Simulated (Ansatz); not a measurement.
**C2H9InN2: a ladder of functionals and wavefunction methods**

Aim: compute C2H9InN2 with functionals from several rungs and with coupled cluster. The yardstick is the atomisation energy at the CCSD(T) limit.

Computed with Ansatz 0.2.0, Gaussian basis. Level: functionals in def2-TZVPP, the program's frozen cores in correlated methods.

Levels to be run: LDA (SPW92), PBE-D4, revPBE-D4, BLYP-D4, r2SCAN-D4, B97M-V, PBE0-D4, B3LYP-D4, r2SCANh-D4, r2SCAN0-D4, HSE06-D4, BHLYP-D4, CAM-B3LYP-D4, LC-ωPBE, ωB97X-V, ωB97M-V, B2PLYP, PBE-QIDH; CCSD(T)/def2-SVP; CCSD(T)/def2-TZVPP; MP2/def2-QZVPP; extrapolation to the limit; RPA on PBE.

## (1) Structure used throughout

All runs share one geometry, relaxed beforehand with PBE0-D4 in a triple-zeta def2 set. In takes the def2 core potential; no spin-orbit term is included.

14 atoms, charge 0, spin multiplicity 1.

Atoms are counted from 1 here; the program's logs count them from 0.

Bond lengths: C1–C2 1.523 Å, C1–H6 1.093 Å, C1–H7 1.095 Å, C1–H8 1.093 Å, C2–In3 2.153 Å, C2–H9 1.093 Å, C2–H10 1.093 Å, In3–N4 2.027 Å, In3–N5 2.029 Å, N4–H11 1.009 Å, N4–H12 1.009 Å, N5–H13 1.009 Å, N5–H14 1.008 Å. Angles: C2–C1–H6 111.9°, C2–C1–H7 111.5°, C2–C1–H8 111.9°, H6–C1–H7 107.2°, H6–C1–H8 107.0°, H7–C1–H8 107.1°, C1–C2–In3 113.9°, C1–C2–H9 110.9°, C1–C2–H10 111.1°, In3–C2–H9 107.2°, In3–C2–H10 107.3°, H9–C2–H10 106.1°, C2–In3–N4 126.3°, C2–In3–N5 121.5°, N4–In3–N5 112.2°, In3–N4–H11 119.1°, In3–N4–H12 118.2°, H11–N4–H12 109.1° and more.

## (2) LDA

This LDA is Slater exchange with PW92 correlation.

File in.yaml:

```yaml
crystal:
  periodic: [false, false, false]
  atoms:
    - {symbol: C, position_ang: [0.007046, 2.163306, 0.514162]}
    - {symbol: C, position_ang: [-0.690816, 0.872303, 0.922216]}
    - {symbol: In, position_ang: [-0.035566, -0.858753, -0.176608]}
    - {symbol: N, position_ang: [-0.879252, -2.701471, -0.126928]}
    - {symbol: N, position_ang: [1.556537, -0.776468, -1.431020]}
    - {symbol: H, position_ang: [1.089167, 2.103394, 0.655676]}
    - {symbol: H, position_ang: [-0.349047, 3.015696, 1.102373]}
    - {symbol: H, position_ang: [-0.165475, 2.404557, -0.537954]}
    - {symbol: H, position_ang: [-0.530937, 0.661252, 1.983116]}
    - {symbol: H, position_ang: [-1.772899, 0.951199, 0.787939]}
    - {symbol: H, position_ang: [-1.419984, -2.971022, 0.680806]}
    - {symbol: H, position_ang: [-0.325145, -3.488473, -0.430614]}
    - {symbol: H, position_ang: [1.667837, -1.488383, -2.136981]}
    - {symbol: H, position_ang: [1.848546, 0.112862, -1.806173]}
basis:
  gaussian: {orbitals: def2-TZVPP}
hamiltonian: {xc: lda}
output: {orbitals: {seedname: orbitals}}
```

Started as:

```bash
> ansatz run in.yaml --threads 4 --pin off --events-out ev --progress --plain --max-ram 11315MiB
```

After this run come: PBE-D4 (GGA); revPBE-D4 (GGA); BLYP-D4 (GGA); r2SCAN-D4 (meta-GGA); B97M-V (meta-GGA); B3LYP-D4 (hybrid); r2SCANh-D4 (hybrid); r2SCAN0-D4 (hybrid); HSE06-D4 (hybrid); BHLYP-D4 (hybrid); CAM-B3LYP-D4 (range-separated); LC-ωPBE (range-separated); ωB97X-V (range-separated); ωB97M-V (range-separated); B2PLYP (double hybrid); PBE-QIDH (double hybrid); CCSD(T) in def2-SVP; CCSD(T) in def2-TZVPP; MP2 in def2-QZVPP; RPA on PBE orbitals.

Before running them: what should the planned runs give, taken together? Wanted: atomisation energy, CCSD(T)/CBS; farthest beyond LDA; mean size of error, GGA; mean size of error, meta-GGA; mean size of error, hybrid; mean size of error, range-separated; mean size of error, double hybrid; gap, smallest and largest; T1 diagnostic.

As calculated:

| quantity | value |
| --- | --- |
| atomisation energy, CCSD(T)/CBS | 4793.7 kJ/mol |
| functionals within 47.9 kJ/mol (1.0 %) | BLYP-D4, r2SCAN-D4, B97M-V, PBE0-D4, B3LYP-D4, HSE06-D4, CAM-B3LYP-D4, LC-ωPBE, ωB97X-V, ωB97M-V |
| farthest beyond LDA | BHLYP-D4 (-161.8 kJ/mol) |
| mean size of error, GGA | 51.2 kJ/mol |
| mean size of error, meta-GGA | 40.4 kJ/mol |
| mean size of error, hybrid | 69.7 kJ/mol |
| mean size of error, range-separated | 9.3 kJ/mol |
| mean size of error, double hybrid | 72.8 kJ/mol |
| gap, smallest and largest | 3.93 eV (BLYP-D4), 10.97 eV (LC-ωPBE) |
| T1 diagnostic | 0.0131 |
| triples share of the correlation energy | 3.6 % |

**Reading.** The LDA atomisation energy is off by 657.4 kJ/mol (14 %): it overbinds. PBE-D4 misses by +58.6 kJ/mol. Double hybrids carry the basis error of their MP2 part in triple zeta, and no dispersion term here, so their miss is partly the set-up's. The rungs range-separated, meta-GGA miss on average by less than the doubt on the reference (47.9 kJ/mol), so they tie. Misses under about 47.9 kJ/mol are within the doubt on the reference itself, which lacks core-valence correlation, spin-orbit coupling and higher excitations, and its outer-core shells are covered unevenly. All levels share the lack of spin-orbit coupling, which lowers the free heavy atoms and so the true binding. Hartree-Fock recovers 69 % of the binding; the rest is correlation. CCSD(T) in def2-SVP is off by -334.5 kJ/mol, so the small basis spoils what the method gains. Orbital gaps span 3.9 to 11.0 eV; exact exchange widens them. Correlated methods include outer-core shells of In, which these sets cover unevenly.
